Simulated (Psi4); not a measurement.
# Al2H6O2 (SMILES [OH+]1[AlH2-][OH+][AlH2-]1), step by step, part 3 of 3

Psi4 1.11. The steps go on from the part before.

## (4) A single-point energy at r2SCAN-D4/def2-TZVPP (density fitting) (run 5)

Input file calc.py:

```python
import psi4

psi4.set_memory('4400 MB')
psi4.set_num_threads(2)
psi4.set_output_file('psi4.out', False)

m = psi4.geometry("""
0 1
O
Al 1 1.856803
O 2 1.857642 1 81.45231
Al 1 1.857205 2 98.56347 3 -0.23276
H 1 0.957568 2 122.98935 3 -138.42944
H 2 1.58559 1 113.89284 5 114.47532
H 2 1.585634 6 122.35 3 -136.47504
H 3 0.957399 4 122.68775 1 137.89326
H 4 1.585798 1 108.86012 5 26.32755
H 4 1.585569 9 122.2621 1 136.51896
symmetry c1
""")

psi4.set_options({
    'basis': 'def2-TZVPP',
    'scf_type': 'df',
    'dft_radial_points': 99,
    'dft_spherical_points': 590,
})

E = psi4.energy('R2SCAN-D4', molecule=m)
print(f'R2SCAN-D4 energy: {E:.10f} Eh')
for k, v in sorted(psi4.core.scalar_variables().items()):
    print(f'{k:45s} {v:18.10f}')
```

The run is started by

```console
$ python calc.py
```

psi4.out, cut to the lines that bear on the results:

```text
[...]
  Running in c1 symmetry.
[...]
  Nuclear repulsion =  225.349778167002938
[...]
  Multiplicity = 1
[...]
  Nalpha       = 24
  Nbeta        = 24
[...]
    Number of basis functions: 230
[...]
   @DF-RKS iter   1:  -638.62347647216848   -3.32674e-01   4.71770e-03 DIIS/ADIIS
[...]
   @DF-RKS iter   9:  -639.03550873451388   -2.67647e-08   1.06589e-07 DIIS
[...]
  @DF-RKS Final Energy:  -639.03550873451388
   => Energetics <=
    Nuclear Repulsion Energy =            225.3497781670029383
    One-Electron Energy =               -1334.4723411663630941
    Two-Electron Energy =                 526.8885466110868947
    DFT Exchange-Correlation Energy =     -56.7997791643431285
    Empirical Dispersion Energy =          -0.0017131818975417
    VV10 Nonlocal Energy =                  0.0000000000000000
    Total Energy =                       -639.0355087345138827
[...]
```

The script printed:

```text
R2SCAN-D4 energy: -639.0355087345 Eh
CURRENT ENERGY                                   -639.0355087345
CURRENT REFERENCE ENERGY                         -639.0355087345
DD SOLVATION ENERGY                                 0.0000000000
DFT FUNCTIONAL TOTAL ENERGY                      -639.0337955526
DFT TOTAL ENERGY                                 -639.0355087345
DFT VV10 ENERGY                                     0.0000000000
DFT XC ENERGY                                     -56.7997791643
DISPERSION CORRECTION ENERGY                       -0.0017131819
GRID ELECTRONS ALPHA                               24.0000048567
GRID ELECTRONS BETA                                24.0000048567
GRID ELECTRONS TOTAL                               48.0000097134
NUCLEAR REPULSION ENERGY                          225.3497781670
ONE-ELECTRON ENERGY                             -1334.4723411664
PCM POLARIZATION ENERGY                             0.0000000000
PE ENERGY                                           0.0000000000
R2SCAN-D4(BJ,EEQ)ATM DISPERSION CORRECTION ENERGY      -0.0017131819
SCF ITERATION ENERGY                             -639.0355087345
SCF ITERATIONS                                      9.0000000000
SCF TOTAL ENERGY                                 -639.0355087345
TWO-ELECTRON ENERGY                               526.8885466111
XC GRID RADIAL POINTS                              99.0000000000
XC GRID SPHERICAL POINTS                          590.0000000000
XC GRID TOTAL POINTS                           551792.0000000000
```

Run time: 1.8 min. Hardware: 2 threads of AMD EPYC 7R43 (Zen 3), shared host; peak memory 2.5 GiB.

Runs 6 to 9 aren't shown in full; the table further down has their settings and results.

## (5) The energy at MP2/def2-QZVPP (density fitting, density fitting for correlation) (run 10)

Input file al2h6o2.xyz:

```xyz
10
Al2H6O2
O     -1.057442     0.350258    -0.433481
Al    -0.599021    -0.682038     1.040267
O      1.109902    -0.356852     0.388600
Al     0.651289     0.681802    -1.081190
H     -1.737227     1.024144    -0.406897
H     -0.931322    -2.223379     0.873119
H     -0.945381     0.122088     2.362255
H      1.786580    -1.033197     0.352867
H      0.976625     2.223669    -0.903545
H      1.005255    -0.110472    -2.408232
```

Input file al2h6o2.py:

```python
import psi4

psi4.set_memory('4400 MB')
psi4.set_num_threads(2)
psi4.core.set_output_file('run.log', False)

with open('al2h6o2.xyz') as f:
    atoms = ''.join(f.readlines()[2:])
geom = psi4.geometry('0 1\n' + atoms + 'symmetry c1')

psi4.set_options({
    'basis': 'def2-QZVPP',
    'scf_type': 'df',
    'num_frozen_docc': 12,
})

result, w = psi4.energy("mp2", molecule=geom, return_wfn=True)
print('E =', round(result, 9))
```

The run is started by

```console
$ python al2h6o2.py
```

run.log, cut to the lines that bear on the results:

```text
[...]
  Running in c1 symmetry.
[...]
  Nuclear repulsion =  225.349776736359985
[...]
  Multiplicity = 1
[...]
  Nalpha       = 24
  Nbeta        = 24
[...]
    Number of basis functions: 434
[...]
   @DF-RHF iter   1:  -637.16268028430568   -1.08534e+00   1.55736e-03 DIIS/ADIIS
[...]
   @DF-RHF iter  10:  -637.33884592296170   -3.35376e-11   5.74200e-09 DIIS
[...]
  @DF-RHF Final Energy:  -637.33884592296170
   => Energetics <=
    Nuclear Repulsion Energy =            225.3497767363599849
    One-Electron Energy =               -1334.3326555323496905
    Two-Electron Energy =                 471.6440328730280953
    Total Energy =                       -637.3388459229616956
[...]
```

On the terminal:

```text
E = -638.057624372
```

Run time: 19 s. Hardware: 2 threads of AMD EPYC 7R43 (Zen 3), shared host; peak memory 1.7 GiB.

## (6) The series

| run | level | geom maxiter | max force g convergence | energy (Eh) | dipole moment (D) | HOMO energy (eV) | LUMO energy (eV) | wall time |
| --- | --- | --- | --- | --- | --- | --- | --- | --- |
| 1 | PBE-D4/def2-SVP (density fitting) | 60 | 0.0005 | -638.349217 | 0.10 | -6.30 | -1.11 | 69 s |
| 2 | PBE0-D4/def2-TZVP (density fitting) | 50 | 0.0002 | -638.764145 | 0.03 | -7.83 | -0.55 | 4.9 min |
| 3 | PBE0-D4/def2-TZVP (density fitting) | – | – | -638.764145 | 0.03 | – | – | 16 min |
| 4 | PBE-D4/def2-TZVPP (density fitting) | – | – | -638.712358 | 0.03 | -6.54 | -1.35 | 41 s |
| 5 | r2SCAN-D4/def2-TZVPP (density fitting) | – | – | -639.035509 | 0.03 | -6.87 | -0.86 | 1.8 min |
| 6 | B3LYP-D4/def2-TZVPP (density fitting) | – | – | -639.228473 | 0.03 | -7.66 | -0.81 | 34 s |
| 7 | PBE0-D4/def2-TZVPP (density fitting) | – | – | -638.767997 | 0.03 | -7.84 | -0.56 | 32 s |
| 8 | wB97M-V/def2-TZVPP (density fitting) | – | – | -639.072881 | 0.03 | -10.15 | 0.89 | 1.8 min |
| 9 | CCSD(T)/def2-TZVPP (density fitting, density fitting for correlation) | – | – | -638.038401 | – | -11.08 | 2.10 | 14 min |
| 10 | MP2/def2-QZVPP (density fitting, density fitting for correlation) | – | – | -638.057624 | – | -11.08 | 1.27 | 19 s |

## (7) Outcome

What follows sums up all 3 parts.

| quantity | value |
| --- | --- |
| run 10, MP2/def2-QZVPP: total energy | -638.05762 Eh |
| run 10, MP2/def2-QZVPP: HOMO energy (Hartree–Fock orbitals) | -11.08 eV |
| run 10, MP2/def2-QZVPP: LUMO energy (Hartree–Fock orbitals) | 1.27 eV |
| run 10, MP2/def2-QZVPP: HOMO–LUMO gap (Hartree–Fock orbitals) | 12.36 eV |
| run 10, MP2/def2-QZVPP: correlation energy (12 core orbitals frozen) | -718.8 mEh |

**Reading.** Over runs 4, 5, 6, 7, 8 the HOMO–LUMO gap runs from 5.18 eV (PBE-D4/def2-TZVPP) to 11.04 eV (wB97M-V/def2-TZVPP). Totals of different functionals can't be ranked against each other. All runs together took 42 min, the longest 16 min.
